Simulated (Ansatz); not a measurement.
I need a ladder of methods at one geometry of CH₄GeOS, SMILES O[CH]1[S][GeH2]1. Use the Ansatz DFT code, driven from Python. Settings (for the species named): r2SCAN, def2-SVP basis, multiplicity 1. The script varies functional: r2scan, pbe, cam_b3lyp, pbe0, lc_wpbe.

The script reads `ch4geos.xyz`:
```text
8

O    -0.76230    0.17480   -1.43770
C    -0.50800    0.55730   -0.13110
S    -1.55290   -0.32570    1.01040
Ge    0.79540   -0.65040    0.66760
H    -0.08670    0.61280   -2.01640
H    -0.37070    1.65750    0.08500
H     1.57580   -0.11290    1.86650
H     1.00150   -1.97050   -0.10020
```

`ch4geos_methods.py`
```python
"""CH4GeOS at several levels of theory."""

from dataclasses import dataclass
from pathlib import Path

import ansatz as az
import numpy as np


@dataclass(frozen=True)
class Options:
    basis_set: str = "def2-SVP"


settings = Options()


def main() -> None:
    mol = az.Crystal.molecule_from_extxyz("ch4geos.xyz")

    calculation = mol.calculation().basis(gaussian=settings.basis_set)

    print("functional    E (Ha)        dipole (D)   HOMO (eV)  LUMO (eV)")
    for name in ["r2scan", "pbe", "cam_b3lyp", "pbe0", "lc_wpbe"]:
        summary = calculation.functional(name).forces().orbitals().run(threads=1, runs_dir="runs").report
        lines = Path(summary["orbitals_path"]).read_text().splitlines()
        field_of = lambda key: [line.split("=")[1].strip() for line in lines if line.startswith(key)]
        orbitals = [(27.211386 * float(e), s, float(n)) for e, s, n in zip(field_of("Ene="), field_of("Spin="), field_of("Occup="))]
        homo = max(e for e, _, n in orbitals if n > 0.5)
        lumo = min(e for e, _, n in orbitals if n < 0.5)
        dipole = 4.803205 * np.linalg.norm(summary["charge_distribution"]["dipole_moment_e_ang"])
        print(f"{name:10s} {summary['free_energy_ev'] / 27.211386246:14.6f} {dipole:9.3f} {homo:11.3f} {lumo:10.3f}")


if __name__ == "__main__":
    main()
```

Output of `python ch4geos_methods.py`:
```text
functional    E (Ha)        dipole (D)   HOMO (eV)  LUMO (eV)
r2scan       -2590.319450     3.886      -5.534     -1.814
pbe          -2589.796691     3.622      -5.235     -1.899
cam_b3lyp    -2590.483200     4.011      -7.609     -0.124
pbe0         -2589.884678     3.992      -6.429     -1.167
lc_wpbe      -2589.946108     4.386      -8.927      0.880
```

Caveats:
- Total energies depend on the basis set; only differences at equal settings carry meaning.
- The geometry is a force-field or estimated start, not a minimum of this method, and the basis set is short of its limit. A lower total doesn't mark the better method: functionals have no common bound, and MP2 and coupled cluster aren't variational.
- Levels such as HOMO and LUMO are orbital energies: with these approximate functionals they aren't the ionisation energy and electron affinity, and their gap isn't the fundamental gap.
- The whole script took 10 s on 1 thread of AMD EPYC 9R45 96-Core Processor (Zen 5) (shared host), peak memory 0.32 GiB.
